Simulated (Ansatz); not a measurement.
## TlIO3, space group R3m: a single point from a YAML input, step by step

With Ansatz 0.2.0, Python API.

The script reads `input.yaml`:
```yaml
crystal:
  lattice:
    - [3.150793, 1.819111, 2.655434]
    - [-3.150793, 1.819111, 2.655434]
    - [0.0, -3.638222, 2.655434]
  atoms:
    - { symbol: Tl, position: [0.008751, 0.008751, 0.008751] }
    - { symbol: I, position: [0.501867, 0.501867, 0.501867] }
    - { symbol: O, position: [0.903288, 0.461897, 0.461897] }
    - { symbol: O, position: [0.461897, 0.903288, 0.461897] }
    - { symbol: O, position: [0.461897, 0.461897, 0.903288] }
kpoints:
  mp_grid: { grid: [4, 4, 4] }
hamiltonian:
  xc: pbesol
scf:
  occupations: { method: fixed }
  algorithm: direct_min
output:
  stress: true
  eigenvalues: true
basis:
  ecutwfc: "350 eV"
```

Interactive session:
```pycon
>>> import ansatz as az
>>> import numpy as np
>>> import yaml
>>> with open("input.yaml") as handle:
...     tree = yaml.safe_load(handle)
...
>>> print("sections:", list(tree))
sections: ['crystal', 'kpoints', 'hamiltonian', 'scf', 'output', 'basis']
>>> done = az.Session.from_dict(tree).plan().execute()
DeckWarning: basis.ecutwfc = 350 eV is below the records' recommended 420 eV, and the density's cutoff is lower with it unless basis.ecutrho_ratio is high enough to keep the records' density cutoff: compare with a run at a higher cutoff
>>> summary = done.report
>>> done.lattice.cell_ang
array([[ 3.15079284,  1.81911109,  2.655434  ],
       [-3.15079284,  1.81911109,  2.655434  ],
       [ 0.        , -3.63822219,  2.655434  ]])
>>> summary["free_energy_ev"]
-20405.31357359964
>>> print(f"free energy      {summary['free_energy_ev']:.5f} eV")
free energy      -20405.31357 eV
>>> print(f"per atom         {summary['free_energy_ev'] / len(done.lattice.sites):.5f} eV")
per atom         -4081.06271 eV
>>> print(f"SCF iterations   {summary['n_iterations']}  (converged: {summary['converged']})")
SCF iterations   6  (converged: True)
>>> gap = None if "band_edges_ev" not in summary else summary["band_edges_ev"][1] - summary["band_edges_ev"][0]
>>> print("gap on the k mesh:", "withheld (metal, or smearing too wide to tell)" if gap is None else f"{gap:.3f} eV")
gap on the k mesh: 2.725 eV
>>> print("lowest empty less highest filled band, by band count:", round(summary["gap_by_band_count_ev"], 3), "eV")
lowest empty less highest filled band, by band count: 2.725 eV
>>> # pressure is a third of the trace
>>> sigma = summary["stress_gpa"]
>>> voigt = [sigma[0][0], sigma[1][1], sigma[2][2], sigma[1][2], sigma[0][2], sigma[0][1]]
>>> print("stress xx yy zz yz xz xy (GPa, compression positive):", " ".join(f"{s:.3f}" for s in voigt))
stress xx yy zz yz xz xy (GPa, compression positive): 0.934 0.934 0.213 -0.000 0.000 0.000
>>> print("P =", round(10 * float(np.mean(voigt[:3])), 2), "kbar")
P = 6.94 kbar
```

Caveats:
- These settings explore the input space; cutoff and mesh may be short of convergence.
- The cutoff lies under the one recommended for these potentials.
- Spin-orbit coupling, left out here, can change this gap by several tenths of an eV, and inverted bands can meet off the mesh.
- Under the recommended cutoff a pressure can be off by several GPa, even in sign.
- This cell is a computed structure, which may not be the phase found in nature.
- Levels are Kohn-Sham eigenvalues on this mesh, without spin-orbit coupling.
- Warnings are shown shortened and without file and line.
- Hardware and time: 7.3 s on 1 thread of Arm Neoverse V2, with other jobs on the host, peak memory 0.4 GiB.

(Lines on the test bed's own set-up are left out of the output.)
